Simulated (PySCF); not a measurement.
# C3H6FSi: the cost of one run

Program: PySCF 2.14.0. Level of theory: levels as typed in each script, gas phase, geometry from GFN2-xTB. These are calculated values, not measurements.

**1. Where the work starts**

SMILES `[CH]=CC[SiH2]F`, 11 atoms, charge 0, spin multiplicity 2.

Bond lengths: C1–C2 1.289 Å, C1–H6 1.065 Å, C2–C3 1.523 Å, C2–H7 1.084 Å, C3–Si4 1.900 Å, C3–H8 1.090 Å, C3–H9 1.092 Å, Si4–F5 1.612 Å, Si4–H10 1.454 Å, Si4–H11 1.456 Å. Angles: C2–C1–H6 139.1°, C1–C2–C3 125.7°, C1–C2–H7 121.1°, C3–C2–H7 113.2°, C2–C3–Si4 111.0°, C2–C3–H8 109.5°, C2–C3–H9 107.9°, Si4–C3–H8 110.8°, Si4–C3–H9 110.0°, H8–C3–H9 107.5°, C3–Si4–F5 106.7°, C3–Si4–H10 112.4°, C3–Si4–H11 112.2°, F5–Si4–H10 105.0°, F5–Si4–H11 104.6°, H10–Si4–H11 115.0°.

As a file:

```xyz
11
charge 0, multiplicity 2
C    -2.61186    0.27438   -0.44078
C    -1.51942    0.45410    0.21905
C    -0.54639   -0.63832    0.64243
Si    1.11267   -0.46153   -0.26696
F     1.68637    1.00049    0.09636
H    -3.16525   -0.52228   -0.88050
H    -1.21100    1.44540    0.53060
H    -0.99052   -1.61462    0.45017
H    -0.39326   -0.55288    1.72047
H     0.95368   -0.45369   -1.71198
H     2.11777   -1.38595    0.23721
```

**2. Response to an electric field (B3LYP/def2-svpd)**

Contents of input.py:

```python
import numpy as np
from pyscf import gto, scf, dft
from pyscf.scf import atom_ks, atom_hf
from scipy.linalg import block_diag

def solve(mol, dm0=None, hcore=None):
    mf = (dft.UKS if mol.spin else dft.RKS)(mol, xc='b3lyp')
    mf.grids.level = 3
    mf = mf.density_fit(auxbasis='def2-universal-jkfit')
    mf.conv_tol, mf.max_cycle = 1e-8, 80
    if hcore is not None:
        mf.get_hcore = lambda *args: hcore
    mf.kernel(dm0)
    if not mf.converged:
        mf = mf.newton().run(mf.mo_coeff, mf.mo_occ, max_cycle=30)
    assert mf.converged, 'SCF not converged'
    return mf

mol = gto.M(atom='''
C     -2.61186     0.27438    -0.44078
C     -1.51942     0.45410     0.21905
C     -0.54639    -0.63832     0.64243
Si     1.11267    -0.46153    -0.26696
F      1.68637     1.00049     0.09636
H     -3.16525    -0.52228    -0.88050
H     -1.21100     1.44540     0.53060
H     -0.99052    -1.61462     0.45017
H     -0.39326    -0.55288     1.72047
H      0.95368    -0.45369    -1.71198
H      2.11777    -1.38595     0.23721
''', basis='def2-svpd', charge=0, spin=1, verbose=4)
field = np.array([-0.0, -0.0, -0.005])  # atomic units
mol.set_common_orig(mol.atom_charges() @ mol.atom_coords() / mol.atom_charges().sum())
mf = solve(mol)
out = dict(dm0=mf.make_rdm1(), d0=mf.dip_moment(unit='AU'), e0=mf.e_tot)
for name, sign in (('p', 1), ('m', -1)):
    h = mf.get_hcore() + sign * np.einsum('x,xij->ij', field, mol.intor('int1e_r'))
    mi = solve(mol, mf.make_rdm1(), h)
    out.update({'dm' + name: mi.make_rdm1(), 'd' + name: mi.dip_moment(unit='AU'), 'e' + name: mi.e_tot})
# spherically averaged free atoms, for the promolecule
atm = atom_ks.get_atm_nrks(mol, xc='b3lyp')
pro = block_diag(*[(atm[a[0]][2] * atm[a[0]][3]) @ atm[a[0]][2].T for a in mol._atom])
np.savez('result.npz', pro=pro, **out)
```

Launch:

```sh
OMP_NUM_THREADS=1 python input.py
```

Q: Estimate wall time and peak memory on 1 thread of Arm Neoverse V2, shared host.

About 98 s, with a peak of 0.72 GiB.
